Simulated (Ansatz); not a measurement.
**GeH₄ + NH₃ + HF: a complex and its separated parts**

Aim: how far the complex at one end of a reaction step lies below its separated, relaxed parts, level by level.

Program: Ansatz 0.2.0, Gaussian basis. Level of theory: PBE0-D4/def2-TZVP structures, single points in def2-TZVPP, no counterpoise correction. These are calculated values, not measurements.

Levels: SPW92, PBE-D4, BLYP-D4, r2SCAN-D4, B97M-V, PBE0-D4, B3LYP-D4, r2SCAN0-D4, BHLYP-D4, CAM-B3LYP-D4, wB97X-V, wB97M-V, B2PLYP, PBE-QIDH, RPA on PBE, Hartree-Fock, MP2, CCSD, CCSD(T).

Correlated methods freeze the cores. Filled d shells of the heavier atoms are correlated. B3LYP uses VWN-RPA correlation. B2PLYP carries no dispersion term here.

114 further runs of the same task are left out: 1 that didn't finish, 113 set aside as unsound or not needed.

### Step 1. The system as given

The complex: 11 atoms, charge 0, spin multiplicity 1.

Atoms are counted from 1 here; the program's logs count them from 0.

Bond lengths: Ge1–H2 1.529 Å, Ge1–H3 1.541 Å, Ge1–H4 1.539 Å, Ge1–H5 1.531 Å, H6–N7 1.013 Å, N7–H10 1.013 Å, N7–H11 1.013 Å, H8–F9 0.967 Å. Angles: H2–Ge1–H3 109.2°, H2–Ge1–H4 110.1°, H2–Ge1–H5 111.6°, H3–Ge1–H4 107.2°, H3–Ge1–H5 108.8°, H4–Ge1–H5 109.8°, H6–N7–H10 107.9°, H6–N7–H11 107.9°, H10–N7–H11 107.8°.

Geometry (Å):

```xyz
11
charge 0, multiplicity 1
Ge   -1.1397   -1.4029   -1.1176
H    -0.7570   -2.5904   -0.2337
H    -2.4503   -1.7265   -1.8614
H    -1.4047   -0.1606   -0.2494
H    -0.0503   -1.0938   -2.1475
H     1.4516    2.3653    0.7249
N     0.8312    1.6447    1.0734
H     1.3098    0.1510    0.6663
F     1.5433   -0.7486    0.3989
H    -0.0852    1.8005    0.6699
H     0.7513    1.7609    2.0762
```

Its parts: GeH₄ holds atoms 1, 2, 3, 4, 5; NH₃ holds atoms 6, 7, 10, 11; HF holds atoms 8, 9. Each part counts its atoms afresh in its own runs.

### Step 2. Relaxing GeH₄ alone

relax-a/in.yaml reads:

```yaml
crystal:
  periodic: [false, false, false]
  atoms:
    - {symbol: Ge, position_ang: [-1.139668, -1.402927, -1.117619]}
    - {symbol: H, position_ang: [-0.756994, -2.590380, -0.233704]}
    - {symbol: H, position_ang: [-2.450276, -1.726524, -1.861418]}
    - {symbol: H, position_ang: [-1.404742, -0.160572, -0.249434]}
    - {symbol: H, position_ang: [-0.050297, -1.093762, -2.147498]}
basis:
  gaussian: {orbitals: def2-TZVP}
hamiltonian: {xc: pbe0, dispersion: d4}
relax: {f_tol: 0.005, max_steps: 200}
```

Launch:

```
$ ansatz run in.yaml --threads 4 --pin off --events-out ev --progress --plain --max-ram 9574MiB
```

After this run come: Relaxing NH₃ alone; Relaxing HF alone; SPW92/def2-TZVPP; PBE-D4/def2-TZVPP; BLYP-D4/def2-TZVPP; r2SCAN-D4/def2-TZVPP; B97M-V/def2-TZVPP; PBE0-D4/def2-TZVPP; B3LYP-D4/def2-TZVPP; r2SCAN0-D4/def2-TZVPP; BHLYP-D4/def2-TZVPP; CAM-B3LYP-D4/def2-TZVPP; wB97X-V/def2-TZVPP; wB97M-V/def2-TZVPP; B2PLYP/def2-TZVPP; PBE-QIDH/def2-TZVPP; RPA on PBE/def2-TZVPP; CCSD(T)/def2-TZVPP; Vibrations of GeH₄; Vibrations of NH₃; Vibrations of HF.

Before running it: what results should come out? Wanted: complex less parts, CCSD(T)/def2-TZVPP; with zero-point energy; largest T1 diagnostic.

**Answer**, as computed:

| quantity | value |
| --- | --- |
| complex less parts, CCSD(T)/def2-TZVPP | -14.6 kcal/mol |
| with zero-point energy | -10.9 kcal/mol |
| largest T1 diagnostic | 0.012 |

**Reading.** At CCSD(T) the complex lies 14.6 kcal/mol below its parts. Among the functionals B2PLYP lands nearest to CCSD(T) (-0.2 kcal/mol) and SPW92 farthest (-9.6 kcal/mol). By rung, the mean size of the error is: LDA 9.6, GGA 2.8, meta-GGA 1.8, hybrid 1.9, range-separated hybrid 2.0, double hybrid 0.5 kcal/mol. PBE-D4 gives a relative energy 3.5 kcal/mol too low, outside chemical accuracy (1 kcal/mol). No counterpoise was applied, and triple zeta lacks some correlation, so the CCSD(T) reference has a basis error of its own, and close matches with it are partly luck.
